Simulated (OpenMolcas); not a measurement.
**SiH4Se (SMILES [SiH3][SeH]): CPF/Ahlrichs_VTZ**

Aim: the energy difference between two shapes of SiH4Se at CPF/Ahlrichs_VTZ, from 2 runs. 

The calculation is run with OpenMolcas 26.06.

4 further runs of the same task are left out: 4 set aside as unsound or not needed.

### Step 1. The molecule

SiH4Se has 6 atoms, charge 0, and is taken as a singlet. SMILES: `[SiH3][SeH]`. The coordinates come from a PBE0-D4/def2-TZVP relaxation.

Bond lengths: Si1–Se2 2.279 Å, Si1–H3 1.484 Å, Si1–H4 1.483 Å, Si1–H5 1.484 Å, Se2–H6 1.469 Å. Angles: Si1–Se2–H6 93.0°, Se2–Si1–H3 111.5°, Se2–Si1–H4 104.9°, Se2–Si1–H5 111.4°, H3–Si1–H4 110.0°, H3–Si1–H5 109.1°, H4–Si1–H5 110.0°.

### Step 2. A single-point energy at CPF/Ahlrichs_VTZ

Contents of calc.input:

```
* H4SeSi CPF
>>> EXPORT MOLCAS_PRINT=2

&GATEWAY
 XBAS
 Si.Ahlrichs_VTZ
 Se.Ahlrichs_VTZ
 H.Ahlrichs_VTZ
 End of Basis
 ZMAT
 Si1
 Se2 1 2.279141
 H3 1 1.484156 2 111.4845
 H4 1 1.482718 3 109.95859 2 115.85707
 H5 1 1.484072 4 110.00496 3 -120.13014
 H6 2 1.469043 1 93.03944 4 179.37984
 End of ZMAT

&SEWARD

&SCF
 PrOrbitals=1 2

&MOTRA
 Frozen=14

&GUGA
 Electrons=24
 Spin=1
 Inactive=12
 Active=0
 CIAll=1

&CPF
 CPF
```

The run is started by

```sh
$ export MOLCAS_MEM=1860
$ pymolcas calc.input > calc.log
```

The program printed:

```text
--- Start Module: gateway ---
[...]
--- Stop Module: gateway /rc=_RC_ALL_IS_WELL_ ---
[...]
      Basis functions           70
[...]
       Convergence after  10 Iterations
[...]
::    Total SCF energy                              -2690.9826027782
[...]
      Total spin, S                                     0.0000000000
[...]
      *** WARNING: Default frozen orbitals is overwritten by user input.
      *** Default values:  16
[...]
--- Start Module: guga ---
[...]
--- Stop Module: guga /rc=_RC_ALL_IS_WELL_ ---
--- Start Module: cpf ---
[...]
      Active orbitals                            0       0
[...]
      Spin quantum number                      0.0
[...]
     FINAL CPF ENERGY        -2691.25688853
     FINAL CORRELATION ENERGY   -0.27428575  REFERENCE ENERGY   -2690.98260278
[...]
      Total electronic charge=   52.000000
      Total            charge=    0.000000
[...]
      Dipole Moment (debye):
      Origin of the operator (angstrom)=    0.0058   -0.0109    1.6354
                   X=  3.9619E-01               Y= -7.3631E-01               Z= -1.0565E+00           Total=  1.3473E+00
      Quadrupole Moment (debye*angstrom):
[...]
--- Stop Module: cpf /rc=_RC_ALL_IS_WELL_ ---
[...]
```

Wall time 6.9 s (1 thread of Arm Neoverse V1, shared host); peak memory 0.41 GiB.

### Step 3. The distorted shape

Contents of calc.input:

```
&GATEWAY
  XBAS
  Si.Ahlrichs_VTZ
  Se.Ahlrichs_VTZ
  H.Ahlrichs_VTZ
  End of Basis
  ZMAT
  Si1
  Se2 1 2.251153
  H3 1 1.4866 2 111.63592
  H4 1 1.54774 3 106.41842 2 113.7462
  H5 1 1.4127 3 111.15849 4 118.84023
  H6 2 1.418696 1 94.35452 5 62.44773
  End of ZMAT

&SEWARD

&SCF
  PrOrbitals = 1 2

&MOTRA
  Frozen = 14

&GUGA
  Electrons = 24
  Spin = 1
  Inactive = 12
  Active = 0
  CIAll = 1

&CPF
  CPF
```

The run is started by

```sh
$ export MOLCAS_MEM=1860
$ pymolcas calc.input > calc.log
```

The program printed:

```text
--- Start Module: gateway ---
[...]
--- Stop Module: gateway /rc=_RC_ALL_IS_WELL_ ---
[...]
      Basis functions           70
[...]
       Convergence after  10 Iterations
[...]
::    Total SCF energy                              -2690.9772526740
[...]
      Total spin, S                                     0.0000000000
[...]
      *** WARNING: Default frozen orbitals is overwritten by user input.
      *** Default values:  16
[...]
--- Start Module: guga ---
[...]
--- Stop Module: guga /rc=_RC_ALL_IS_WELL_ ---
--- Start Module: cpf ---
[...]
      Active orbitals                            0       0
[...]
      Spin quantum number                      0.0
[...]
     FINAL CPF ENERGY        -2691.25053832
     FINAL CORRELATION ENERGY   -0.27328565  REFERENCE ENERGY   -2690.97725267
[...]
      Total electronic charge=   52.000000
      Total            charge=    0.000000
[...]
      Dipole Moment (debye):
      Origin of the operator (angstrom)=    0.0055   -0.0086    1.6151
                   X=  3.7467E-01               Y= -1.0412E+00               Z= -9.4562E-01           Total=  1.4556E+00
      Quadrupole Moment (debye*angstrom):
[...]
--- Stop Module: cpf /rc=_RC_ALL_IS_WELL_ ---
[...]
```

It took 6.9 s on 1 thread of Arm Neoverse V1, shared host; peak memory 0.41 GiB.

### Step 4. Outcome

At CPF/Ahlrichs_VTZ, 14 core orbitals frozen:

| quantity | value |
| --- | --- |
| first shape: total energy | -2691.25689 Eh |
| first shape: dipole moment (mean-field density) | 1.70 D |
| first shape: HOMO energy (Hartree–Fock orbitals) | -9.69 eV |
| first shape: LUMO energy (Hartree–Fock orbitals) | 2.94 eV |
| first shape: HOMO–LUMO gap (Hartree–Fock orbitals) | 12.63 eV |
| first shape: correlation energy (14 core orbitals frozen) | -274.3 mEh |
| distorted shape: total energy | -2691.25054 Eh |
| distorted shape: dipole moment (mean-field density) | 1.77 D |
| distorted shape: HOMO energy (Hartree–Fock orbitals) | -9.74 eV |
| distorted shape: LUMO energy (Hartree–Fock orbitals) | 3.03 eV |
| distorted shape: HOMO–LUMO gap (Hartree–Fock orbitals) | 12.77 eV |
| distorted shape: correlation energy (14 core orbitals frozen) | -273.3 mEh |
| energy change with the atoms displaced | 0.173 eV |

What this shows: With the atoms displaced the energy rises by 0.17 eV (4.0 kcal/mol). The first shape isn't relaxed at this level, so the change isn't measured from a minimum. Mulliken charges (first shape) of the mean-field density run from -0.27 on Se2 to +0.60 on Si1; they depend strongly on the basis. Mulliken charges (distorted shape) of the mean-field density run from -0.26 on Se2 to +0.59 on Si1.
